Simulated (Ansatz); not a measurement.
# C2H6BFOS: two geometries relaxed

All numbers below are computed with Ansatz 0.2.0 (RKS PBE/6-31G).

## 1. The structure to begin with

Bond lengths: C1–S2 1.777 Å, S2–B3 1.900 Å, B3–O4 1.526 Å, B3–C5 1.572 Å, C5–F6 1.401 Å, C1–H7 1.138 Å, C1–H8 1.053 Å, C1–H9 1.173 Å, O4–H10 0.915 Å, C5–H11 1.101 Å, C5–H12 1.098 Å. Angles (14 of 17 angles, heavy atoms first): C1–S2–B3 95.2°, S2–B3–O4 117.5°, S2–B3–C5 121.0°, O4–B3–C5 121.3°, B3–C5–F6 107.7°, S2–C1–H7 109.6°, S2–C1–H8 112.2°, S2–C1–H9 112.3°, B3–O4–H10 106.7°, B3–C5–H11 108.7°, B3–C5–H12 108.6°, F6–C5–H11 109.1°, F6–C5–H12 109.6°, H7–C1–H8 109.8°.

As a file:

```xyz
12

C    -0.6447   -0.9885    1.6829
S     0.7637   -1.3292    0.6543
B     0.6417    0.2838   -0.3429
O     1.4571    1.4774    0.1448
C    -0.1787    0.3470   -1.6829
F    -1.1762    1.3179   -1.5258
H    -1.5635   -0.8264    1.0308
H    -0.8297   -1.7620    2.3727
H    -0.5203    0.0042    2.2947
H     2.2807    1.4101   -0.2473
H    -0.6521   -0.6328   -1.8531
H     0.4990    0.6434   -2.4943
```

## 2. End point A

input.yaml

```yaml
crystal:
  periodic: [false, false, false]
  atoms:
    - { symbol: C, position_ang: [-0.6447, -0.9885, 1.6829] }
    - { symbol: S, position_ang: [0.7637, -1.3292, 0.6543] }
    - { symbol: B, position_ang: [0.6417, 0.2838, -0.3429] }
    - { symbol: O, position_ang: [1.4571, 1.4774, 0.1448] }
    - { symbol: C, position_ang: [-0.1787, 0.347, -1.6829] }
    - { symbol: F, position_ang: [-1.1762, 1.3179, -1.5258] }
    - { symbol: H, position_ang: [-1.5635, -0.8264, 1.0308] }
    - { symbol: H, position_ang: [-0.8297, -1.762, 2.3727] }
    - { symbol: H, position_ang: [-0.5203, 0.0042, 2.2947] }
    - { symbol: H, position_ang: [2.2807, 1.4101, -0.2473] }
    - { symbol: H, position_ang: [-0.6521, -0.6328, -1.8531] }
    - { symbol: H, position_ang: [0.499, 0.6434, -2.4943] }
basis:
  gaussian: { orbitals: "6-31G" }
hamiltonian:
  xc: pbe
relax:
  f_tol: 0.015
  max_steps: 40
output:
  orbitals: {}
```

Launch:

```sh
> ansatz run input.yaml --threads 1 --pin off --max-ram 2048MiB --backend cpu --events-out ev --progress --plain --runs-dir out
```

**Question.** How long does this run take on 1 thread of Intel Xeon Platinum 8488C (Sapphire Rapids), shared host, and how much memory does it need?

About 1.9 min, with a peak of 0.21 GiB.
